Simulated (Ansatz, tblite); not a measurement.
**C₂₀H₆F₆N₆S₆: one state, many levels**

How do method and basis change the picture of C₂₀H₆F₆N₆S₆ (singlet)?

Method: as each input shows; program: Ansatz 0.2.0, Gaussian basis.

Levels to be run: GFN1-xTB, GFN2-xTB, PBE-D4/def2-SVP, r2SCAN-D4/def2-SVP.

1 further run of the same task is left out (set aside as unsound or not needed). Runs told in other sessions of the task aren't counted.

## Step 1: The geometry

The singlet was relaxed beforehand with PBE-D4/def2-SVP.

SMILES `FC(F)(F)c1cnc(-c2cnc(-c3cnc(-c4cnc(-c5cnc(-c6cnc(C(F)(F)F)s6)s5)s4)s3)s2)s1`, 44 atoms, charge 0, spin multiplicity 1.

Bond lengths: F1–C2 1.352 Å, C2–F3 1.354 Å, C2–F4 1.354 Å, C2–C5 1.498 Å, C5–C6 1.386 Å, C5–S38 1.736 Å, C6–N7 1.359 Å, C6–H39 1.099 Å, N7–C8 1.322 Å, C8–C9 1.444 Å, C8–S38 1.769 Å, C9–C10 1.399 Å, C9–S37 1.743 Å, C10–N11 1.352 Å, C10–H40 1.099 Å, N11–C12 1.325 Å, C12–C13 1.440 Å, C12–S37 1.771 Å and more. Angles: F1–C2–F3 107.9°, F1–C2–F4 107.9°, F1–C2–C5 110.2°, F3–C2–F4 106.8°, F3–C2–C5 111.9°, F4–C2–C5 111.9°, C2–C5–C6 127.6°, C2–C5–S38 122.5°, C6–C5–S38 110.0°, C5–C6–N7 116.1°, C5–C6–H39 123.5°, N7–C6–H39 120.4°, C6–N7–C8 111.2°, N7–C8–C9 123.6°, N7–C8–S38 114.3°, C9–C8–S38 122.1°, C8–C9–C10 126.4°, C8–C9–S37 124.4° and more.

PBE0-D4/def2-SVP was run before; its log isn't repeated, and its numbers join the tables.

## Step 2: GFN1-xTB

Tight binding, by tblite at 300 K electronic temperature and without a spin-polarisation term:

```python
tblite.interface.Calculator('GFN1-xTB', numbers, positions, charge=0, uhf=0).singlepoint()
```

Energy -3202.2115 eV, HOMO -11.20 eV, LUMO -9.72 eV; 0.18 s.

## Step 3: GFN2-xTB

Tight binding, by tblite at 300 K electronic temperature and without a spin-polarisation term:

```python
tblite.interface.Calculator('GFN2-xTB', numbers, positions, charge=0, uhf=0).singlepoint()
```

Energy -3029.2421 eV, HOMO -10.95 eV, LUMO -9.46 eV; 0.22 s.

## Step 4: PBE-D4/def2-SVP

start.molden holds the orbitals of an earlier run on this state, given as this run's starting guess.

in.yaml reads:

```yaml
crystal:
  periodic: [false, false, false]
  atoms:
    - {symbol: F, position_ang: [11.772812, 0.630037, 2.841727]}
    - {symbol: C, position_ang: [10.454577, 0.743664, 3.117523]}
    - {symbol: F, position_ang: [10.177811, -0.065728, 4.167713]}
    - {symbol: F, position_ang: [10.223620, 2.013133, 3.529473]}
    - {symbol: C, position_ang: [9.640310, 0.391169, 1.910968]}
    - {symbol: C, position_ang: [10.102674, 0.000435, 0.663639]}
    - {symbol: N, position_ang: [9.151233, -0.265750, -0.269300]}
    - {symbol: C, position_ang: [7.937023, -0.090884, 0.223613]}
    - {symbol: C, position_ang: [6.728213, -0.299537, -0.538696]}
    - {symbol: C, position_ang: [6.649071, -0.705766, -1.874875]}
    - {symbol: N, position_ang: [5.405616, -0.838021, -2.389545]}
    - {symbol: C, position_ang: [4.474844, -0.545911, -1.493559]}
    - {symbol: C, position_ang: [3.061401, -0.599883, -1.764751]}
    - {symbol: C, position_ang: [2.460817, -0.956607, -2.978976]}
    - {symbol: N, position_ang: [1.110024, -0.938180, -3.007699]}
    - {symbol: C, position_ang: [0.602451, -0.573352, -1.839650]}
    - {symbol: C, position_ang: [-0.810569, -0.466314, -1.582926]}
    - {symbol: C, position_ang: [-1.842723, -0.720676, -2.493721]}
    - {symbol: N, position_ang: [-3.102494, -0.554138, -2.029879]}
    - {symbol: C, position_ang: [-3.109946, -0.170063, -0.762485]}
    - {symbol: C, position_ang: [-4.305710, 0.084050, -0.004985]}
    - {symbol: C, position_ang: [-4.480614, 0.489089, 1.322504]}
    - {symbol: N, position_ang: [-5.758623, 0.641860, 1.740359]}
    - {symbol: C, position_ang: [-6.615046, 0.365599, 0.766726]}
    - {symbol: C, position_ang: [-8.049631, 0.445607, 0.934913]}
    - {symbol: C, position_ang: [-8.734565, 0.807263, 2.097386]}
    - {symbol: N, position_ang: [-10.092384, 0.808319, 2.007829]}
    - {symbol: C, position_ang: [-10.482823, 0.458410, 0.808763]}
    - {symbol: C, position_ang: [-11.928662, 0.354984, 0.375639]}
    - {symbol: F, position_ang: [-12.753892, 0.690471, 1.372522]}
    - {symbol: F, position_ang: [-12.172177, 1.168226, -0.680232]}
    - {symbol: F, position_ang: [-12.221648, -0.906718, -0.021766]}
    - {symbol: S, position_ang: [-9.195513, 0.092279, -0.328445]}
    - {symbol: S, position_ang: [-5.867134, -0.111201, -0.757008]}
    - {symbol: S, position_ang: [-1.497672, 0.013912, -0.052984]}
    - {symbol: S, position_ang: [1.819116, -0.219138, -0.601798]}
    - {symbol: S, position_ang: [5.117080, -0.075074, 0.088403]}
    - {symbol: S, position_ang: [7.905105, 0.428615, 1.914719]}
    - {symbol: H, position_ang: [11.168588, -0.097300, 0.414594]}
    - {symbol: H, position_ang: [7.541467, -0.909158, -2.482799]}
    - {symbol: H, position_ang: [3.046178, -1.237736, -3.865254]}
    - {symbol: H, position_ang: [-1.653060, -1.038273, -3.528131]}
    - {symbol: H, position_ang: [-3.649883, 0.682058, 2.018121]}
    - {symbol: H, position_ang: [-8.225252, 1.076228, 3.032362]}
basis:
  gaussian: {orbitals: def2-SVP, fitting: {mean_field: def2-universal-jkfit}, initial_orbitals: start.molden}
hamiltonian: {xc: pbe, dispersion: d4}
scf: {omitted_lower_state_checks: [starts]}
output: {forces: true, orbitals: {seedname: orbitals}}
```

Run with:

```
ansatz run in.yaml --threads 2 --pin off --events-out ev --progress --plain --max-ram 31744MiB --backend cuda --devices 0, --max-vram 18GiB
```

The runs that follow: r2SCAN-D4/def2-SVP.

Q: Predict the results of all the runs planned. Wanted: gap in def2-SVP, named functionals, smallest and largest; binding an atom, functionals in def2-SVP.

**Answer**, as computed:

| quantity | value |
| --- | --- |
| gap in def2-SVP, named functionals, smallest and largest | 1.61 eV (PBE-D4), 2.89 eV (PBE0-D4) |
| binding an atom, functionals in def2-SVP | 5.20 (r2SCAN-D4) to 5.50 eV (PBE-D4) |

Orbital gaps of the named functionals in def2-SVP span 1.61 eV (PBE-D4) to 2.89 eV (PBE0-D4); exact exchange widens it.
